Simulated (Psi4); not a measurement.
# One shape, several levels: SbH2Cl (SMILES [Cl][SbH2])

We compute a comparison of 6 runs (HF/STO-6G, PBE0/def2-SVP, KT2/DZVP, wB97M-D3(BJ)/DZVP, B2PLYP/def2-SVPD, CCSD/def2-SVP) of SbH2Cl. 

The results are computed with Psi4 1.11.

3 further runs of the same task are left out: 2 that didn't finish, 1 set aside as unsound or not needed.

### Step 1. The system as given

SbH2Cl: 4 atoms, total charge 0, spin state singlet. As SMILES, `[Cl][SbH2]`. The coordinates come from a PBE0-D4/def2-TZVP relaxation.

Bond lengths: Cl1–Sb2 2.356 Å, Sb2–H3 1.712 Å, Sb2–H4 1.713 Å. Angles: Cl1–Sb2–H3 94.4°, Cl1–Sb2–H4 94.4°, H3–Sb2–H4 90.3°.

### Step 2. Energy and one-electron properties at HF/STO-6G (run 1)

Contents of clh2sb.inp:

```
memory 1600 mb

molecule {
  0 1
  Cl    -1.784500     0.288700    -0.631500
  Sb     0.502100    -0.275300    -0.577600
  H      0.379700    -1.183700     0.868900
  H      0.958300     1.110000     0.319900
  no_reorient
  no_com
}

set basis STO-6G
set reference rhf
set scf_type pk
set basis_guess 3-21G

E, wfn = energy("hf", return_wfn=True)
oeprop(wfn, "QUADRUPOLE", "MULLIKEN_CHARGES", "NO_OCCUPATIONS", "LOWDIN_CHARGES", title="HF")
print_variables()
```

Command:

```console
$ psi4 clh2sb.inp clh2sb.out -n 1
```

clh2sb.out:

```text
[...]
  Running in c1 symmetry.
[...]
  Nuclear repulsion =  232.456818742583863
[...]
  Multiplicity = 1
[...]
  Nalpha       = 35
  Nbeta        = 35
[...]
    Number of basis functions: 50
[...]
   @RHF iter   1: -6744.39841261567108   -3.74812e+00   1.18941e-02 ADIIS/DIIS
[...]
   @RHF iter   5: -6742.86549453662064   -1.12438e-07   9.96466e-07 DIIS
[...]
  @RHF Final Energy: -6742.86549453662064
   => Energetics <=
    Nuclear Repulsion Energy =            232.4568187425838630
    One-Electron Energy =               -9773.7238617549264745
    Two-Electron Energy =                2798.4015484757233025
    Total Energy =                      -6742.8654945366197353
[...]
 Multipole Moments:
 ------------------------------------------------------------------------------------
     Multipole            Electronic (a.u.)      Nuclear  (a.u.)        Total (a.u.)
 ------------------------------------------------------------------------------------
 L = 1.  Multiply by 2.5417464519 to convert [e a0] to [Debye]
 Dipole X            :          7.4951511           -6.4088172            1.0863340
 Dipole Y            :         17.2072899          -17.3970077           -0.1897178
 Dipole Z            :         74.0600117          -73.7074447            0.3525670
 Magnitude           :                                                    1.1577641
 L = 2.  Multiply by 1.3450342976 to convert [e a0^2] to [Debye ang]
 Quadrupole XX       :       -275.2585798          243.0299602          -32.2286196
 Quadrupole XY       :         55.2077727          -54.2570452            0.9507275
[...]
  Mulliken Charges: (a.u.)
   Center  Symbol    Alpha    Beta     Spin     Total
       1    CL     8.69705  8.69705  0.00000 -0.39411
       2    SB    25.18139 25.18139  0.00000  0.63723
       3     H     0.56078  0.56078  0.00000 -0.12156
       4     H     0.56078  0.56078  0.00000 -0.12156
   Total alpha = 35.00000, Total beta = 35.00000, Total charge = -0.00000
  Lowdin Charges: (a.u.)
   Center  Symbol    Alpha    Beta     Spin     Total
       1    CL     8.67237  8.67237  0.00000 -0.34473
       2    SB    25.20014 25.20014  0.00000  0.59972
[...]
```

Wall time 2.3 s (1 thread of INTEL XEON PLATINUM 8581C at 2.30GHz (Emerald Rapids), shared host); peak memory 0.2 GiB.

Atomic charges (e):

| atom | Löwdin | Mulliken |
| --- | --- | --- |
| Cl1 | -0.345 | -0.394 |
| Sb2 | +0.600 | +0.637 |
| H3 | -0.127 | -0.122 |
| H4 | -0.127 | -0.122 |

### Step 3. Energy and forces at PBE0/def2-SVP (core potential) (run 2)

Contents of job.json:

```json
{
  "schema_name": "qcschema_input",
  "schema_version": 1,
  "molecule": {
    "schema_name": "qcschema_molecule",
    "schema_version": 2,
    "symbols": ["Cl", "Sb", "H", "H"],
    "geometry": [-3.37221627, 0.54556393, -1.19336205, 0.94883149, -0.5202416, -1.09150581, 0.71752901, -2.23686881, 1.64198303, 1.81092455, 2.097596, 0.60452339],
    "molecular_charge": 0,
    "molecular_multiplicity": 1,
    "fix_symmetry": "c1",
    "fix_com": true,
    "fix_orientation": true
  },
  "driver": "gradient",
  "model": {
    "method": "pbe0",
    "basis": "def2-SVP"
  },
  "keywords": {
    "puream": true,
    "e_convergence": 1e-09,
    "d_convergence": 1e-08,
    "scf_type": "pk",
    "dft_radial_points": 99,
    "dft_spherical_points": 590,
    "scf_properties": ["LOWDIN_CHARGES", "MULLIKEN_CHARGES", "QUADRUPOLE"]
  }
}
```

Command:

```console
$ psi4 --qcschema job.json -n 1 --memory 1600MB
```

stdout:

```text
[...]
    !!!  WARNING: ECP capability is in beta. Please check occupations closely.  !!!
[...]
  Running in c1 symmetry.
[...]
  Nuclear repulsion =  108.227119670367117
[...]
  Multiplicity = 1
[...]
  Nalpha       = 21
  Nbeta        = 21
[...]
    Number of basis functions: 54
[...]
   @RKS iter   1:  -701.31081563813200   -1.75582e+00   5.99715e-03 DIIS/ADIIS
[...]
   @RKS iter  11:  -701.36762001514956   -5.68434e-13   1.22907e-09 DIIS
[...]
  @RKS Final Energy:  -701.36762001514956
   => Energetics <=
    Nuclear Repulsion Energy =            108.2271196703671166
    One-Electron Energy =               -1272.3207980946958742
    Two-Electron Energy =                 499.3061123503017029
    DFT Exchange-Correlation Energy =     -36.5800539411225003
    Empirical Dispersion Energy =           0.0000000000000000
    VV10 Nonlocal Energy =                  0.0000000000000000
    Total Energy =                       -701.3676200151496687
[...]
 Multipole Moments:
 ------------------------------------------------------------------------------------
     Multipole            Electronic (a.u.)      Nuclear  (a.u.)        Total (a.u.)
 ------------------------------------------------------------------------------------
 L = 1.  Multiply by 2.5417464519 to convert [e a0] to [Debye]
 Dipole X            :         33.9172448          -32.9760988            0.9411460
 Dipole Y            :          2.5931626           -2.8302428           -0.2370802
 Dipole Z            :         43.1469465          -43.1452821            0.0016644
 Magnitude           :                                                    0.9705492
 L = 2.  Multiply by 1.3450342976 to convert [e a0^2] to [Debye ang]
 Quadrupole XX       :       -248.0662416          217.8220868          -30.2441548
 Quadrupole XY       :         40.6304183          -40.4356398            0.1947786
[...]
  -Total Gradient:
     Atom            X                  Y                   Z
    ------   -----------------  -----------------  -----------------
       1        0.007956745886    -0.001844328922     0.000675124932
       2       -0.006541990263     0.002280581778     0.002678315972
       3       -0.000368860671     0.001126889063    -0.002001612174
       4       -0.001049133205    -0.001561622874    -0.001348852754
[...]
```

The result, in JSON:

```text
{
 "driver": "gradient",
 "model": {
  "method": "pbe0",
  "basis": "def2-SVP"
 },
 "success": true,
 "return_result": [0.00795674588564002, -0.0018443289221128818, 0.0006751249321988351, -0.006541990263364508, 0.0022805817778037626, 0.0026783159722347794, -0.00036886067054962054, 0.001126889062962072, -0.0020016121742118392, -0.001049133205443139, -0.0015616228744740335, -0.0013488527541828596],
 "properties": {
  "calcinfo_nbasis": 54,
  "calcinfo_nmo": 54,
  "calcinfo_nalpha": 21,
  "calcinfo_nbeta": 21,
  "calcinfo_natom": 4,
  "nuclear_repulsion_energy": 108.22711967036712,
  "return_energy": -701.3676200151496,
  "return_gradient": [0.00795674588564002, -0.0018443289221128818, 0.0006751249321988351, -0.006541990263364508, 0.0022805817778037626, 0.0026783159722347794, -0.00036886067054962054, 0.001126889062962072, -0.0020016121742118392, -0.001049133205443139, -0.0015616228744740335, -0.0013488527541828596],
  "scf_one_electron_energy": -1272.3207980946959,
  "scf_two_electron_energy": 499.3061123503017,
  "scf_xc_energy": -36.5800539411225,
  "scf_dipole_moment": [0.9411460434765928, -0.23708019460979868, 0.0016644233591733837],
  "scf_total_energy": -701.3676200151496,
  "scf_total_gradient": [0.00795674588564002, -0.0018443289221128818, 0.0006751249321988351, -0.006541990263364508, 0.0022805817778037626, 0.0026783159722347794, -0.00036886067054962054, 0.001126889062962072, -0.0020016121742118392, -0.001049133205443139, -0.0015616228744740335, -0.0013488527541828596],
  "scf_iterations": 11
 }
}
```

It took 5.7 s on 1 thread of INTEL XEON PLATINUM 8581C at 2.30GHz (Emerald Rapids), shared host; peak memory 0.53 GiB.

Run 3 isn't shown in full; the table further down has it.

### Step 4. The energy at wB97M-D3(BJ)/DZVP (run 4)

Contents of job.in:

```
memory 1600 mb

molecule {
  0 1
  Cl
  Sb 1 R2
  H 2 R3 1 A3
  H 2 R4 3 A4 1 D4

  R2 = 2.355746
  R3 = 1.712464
  A3 = 94.41324
  R4 = 1.712507
  A4 = 90.31283
  D4 = 94.44755
}

set {
  scf_type pk
}

result, w = energy('wb97m-d3bj/DZVP', return_wfn=True)
```

Command:

```console
$ psi4 -i job.in -o job.out -n 1
```

job.out:

```text
[...]
  Running in c1 symmetry.
[...]
  Nuclear repulsion =  232.456852694786960
[...]
  Multiplicity = 1
[...]
  Nalpha       = 35
  Nbeta        = 35
[...]
    Number of basis functions: 58
[...]
   @RKS iter   1: -6776.37533755155891   -2.37162e+00   9.99101e-03 ADIIS/DIIS
[...]
   @RKS iter   8: -6776.59796430553615   -2.10439e-08   4.20102e-07 DIIS
[...]
    Orbital Energies [Eh]
    ---------------------
    Doubly Occupied:
       1A   -1075.807274     2A   -160.938187     3A   -150.643343
       4A   -150.642657     5A   -150.642086     6A   -101.885049
       7A    -31.956666     8A    -27.675691     9A    -27.673365
      10A    -27.671462    11A    -19.790771    12A    -19.790475
      13A    -19.789169    14A    -19.787631    15A    -19.787401
      16A     -9.634389    17A     -7.345909    18A     -7.338898
      19A     -7.338524    20A     -5.474636    21A     -4.013465
      22A     -4.007948    23A     -4.002279    24A     -1.554068
      25A     -1.551451    26A     -1.546560    27A     -1.544006
      28A     -1.540472    29A     -0.934341    30A     -0.681509
      31A     -0.478432    32A     -0.477578    33A     -0.434875
      34A     -0.406946    35A     -0.358319
[...]
  @RKS Final Energy: -6776.59796430553615
   => Energetics <=
    Nuclear Repulsion Energy =            232.4568526947869600
    One-Electron Energy =               -9791.6775749117114174
    Two-Electron Energy =                2939.2303351424889115
    DFT Exchange-Correlation Energy =    -156.6044226341536501
    Empirical Dispersion Energy =          -0.0031545969476455
    VV10 Nonlocal Energy =                  0.0000000000000000
    Total Energy =                      -6776.5979643055361521
[...]
 Multipole Moments:
 ------------------------------------------------------------------------------------
     Multipole            Electronic (a.u.)      Nuclear  (a.u.)        Total (a.u.)
 ------------------------------------------------------------------------------------
 L = 1.  Multiply by 2.5417464519 to convert [e a0] to [Debye]
 Dipole X            :          1.7101038           -1.7847648           -0.0746610
 Dipole Y            :          1.6905475           -1.7644021           -0.0738546
 Dipole Z            :          7.3858124           -6.3866354            0.9991770
 Magnitude           :                                                    1.0046808
[...]
```

It took 4.8 s on 1 thread of INTEL XEON PLATINUM 8581C at 2.30GHz (Emerald Rapids), shared host; peak memory 0.51 GiB.

Run 5 isn't shown in full; the table further down has it.

### Step 5. A single-point energy at CCSD/def2-SVP (core potential) (run 6)

Contents of clh2sb.py:

```python
import psi4

psi4.set_memory(1600000000)
psi4.set_num_threads(1)
psi4.core.set_output_file('run.log', False)

geom = psi4.geometry("""
0 1
Cl    -3.37221627     0.54556393    -1.19336205
Sb     0.94883149    -0.52024160    -1.09150581
H      0.71752901    -2.23686881     1.64198303
H      1.81092455     2.09759600     0.60452339
units bohr
symmetry c1
""")

psi4.set_options(dict(puream=True, e_convergence=1e-09, d_convergence=1e-08, scf_type='pk', num_frozen_docc=9))

e_tot = psi4.energy('ccsd/def2-SVP')
print('E =', round(e_tot, 9))
```

Command:

```console
$ python clh2sb.py
```

run.log:

```text
[...]
    !!!  WARNING: ECP capability is in beta. Please check occupations closely.  !!!
[...]
  Running in c1 symmetry.
[...]
  Nuclear repulsion =  108.227119670367117
[...]
  Multiplicity = 1
[...]
  Nalpha       = 21
  Nbeta        = 21
[...]
    Number of basis functions: 54
[...]
   @RHF iter   1:  -699.76004705560536   -2.24761e+00   3.62688e-03 ADIIS/DIIS
[...]
   @RHF iter  11:  -699.78550995508908   -1.22782e-11   6.92835e-09 DIIS
[...]
    Orbital Energies [Eh]
    ---------------------
    Doubly Occupied:
       1A   -104.767929     2A    -10.530455     3A     -8.005098
       4A     -8.002315     5A     -8.002202     6A     -6.562039
       7A     -4.635085     8A     -4.630457     9A     -4.625391
      10A     -1.667336    11A     -1.664005    12A     -1.658329
      13A     -1.656094    14A     -1.651627    15A     -1.060089
      16A     -0.748674    17A     -0.500478    18A     -0.495855
      19A     -0.457895    20A     -0.429879    21A     -0.368086
[...]
  @RHF Final Energy:  -699.78550995508908
   => Energetics <=
    Nuclear Repulsion Energy =            108.2271196703671166
    One-Electron Energy =               -1271.7866201462484241
    Two-Electron Energy =                 463.7739905207922675
    Total Energy =                       -699.7855099550890827
[...]
 Multipole Moments:
 ------------------------------------------------------------------------------------
     Multipole            Electronic (a.u.)      Nuclear  (a.u.)        Total (a.u.)
 ------------------------------------------------------------------------------------
 L = 1.  Multiply by 2.5417464519 to convert [e a0] to [Debye]
 Dipole X            :         33.8688572          -32.8013427            1.0675145
 Dipole Y            :         -9.1370755            8.8640744           -0.2730011
 Dipole Z            :         -2.4730922            2.4579182           -0.0151740
 Magnitude           :                                                    1.1019741
[...]
      * MP2 total energy                      = -700.037726278394530
[...]
      * CCSD total energy                     = -700.070262927411136
```

On the terminal:

```text
E = -700.070262927
```

Wall time 3 s (1 thread of INTEL XEON PLATINUM 8581C at 2.30GHz (Emerald Rapids), shared host); peak memory 0.24 GiB.

### Step 6. All runs side by side

| run | level | task | core potential | energy (Eh) | dipole moment (D) | HOMO energy (eV) | LUMO energy (eV) | wall time |
| --- | --- | --- | --- | --- | --- | --- | --- | --- |
| 1 | HF/STO-6G | properties | none | -6742.865495 | 2.94 | -7.55 | 5.58 | 2.3 s |
| 2 | PBE0/def2-SVP (core potential) | gradient | def2 | -701.367620 | 2.47 | -7.53 | -1.50 | 5.7 s |
| 3 | KT2/DZVP | energy | none | -6796.774187 | 2.31 | -6.57 | -2.69 | 2.3 s |
| 4 | wB97M-D3(BJ)/DZVP | energy | none | -6776.597964 | 2.55 | -9.75 | -0.03 | 4.8 s |
| 5 | B2PLYP/def2-SVPD (core potential, density fitting for correlation) | energy | def2 | -701.099611 | – | -8.61 | -0.72 | 5.1 s |
| 6 | CCSD/def2-SVP (core potential) | energy | def2 | -700.070263 | – | -10.02 | 1.69 | 3 s |

### Step 7. Results

| quantity | value |
| --- | --- |
| run 6: total energy | -700.07026 Eh |
| run 6: HOMO energy (Hartree–Fock orbitals) | -10.02 eV |
| run 6: LUMO energy (Hartree–Fock orbitals) | 1.69 eV |
| run 6: HOMO–LUMO gap (Hartree–Fock orbitals) | 11.70 eV |
| run 6: correlation energy (9 core orbitals frozen) | -284.8 mEh |
| run 6: T1 diagnostic | 0.009 |

**Reading.** Over runs 1, 2, 3, 4 the dipole moment (its size) runs from 2.31 D (KT2/DZVP) to 2.94 D (HF/STO-6G). The two ends differ in method and basis. Over runs 1, 2, 3, 4, 5 the HOMO–LUMO gap runs from 3.87 eV (KT2/DZVP) to 13.13 eV (HF/STO-6G). Totals of different functionals can't be ranked against each other. Some runs of one species differ in core potentials or relativity; totals across that change don't compare. In run 1 the basis is minimal, so the values are rough. In runs 1, 3, 4 relativity is left out where basis or elements ask for it. All runs together took 23 s, the longest 5.7 s.
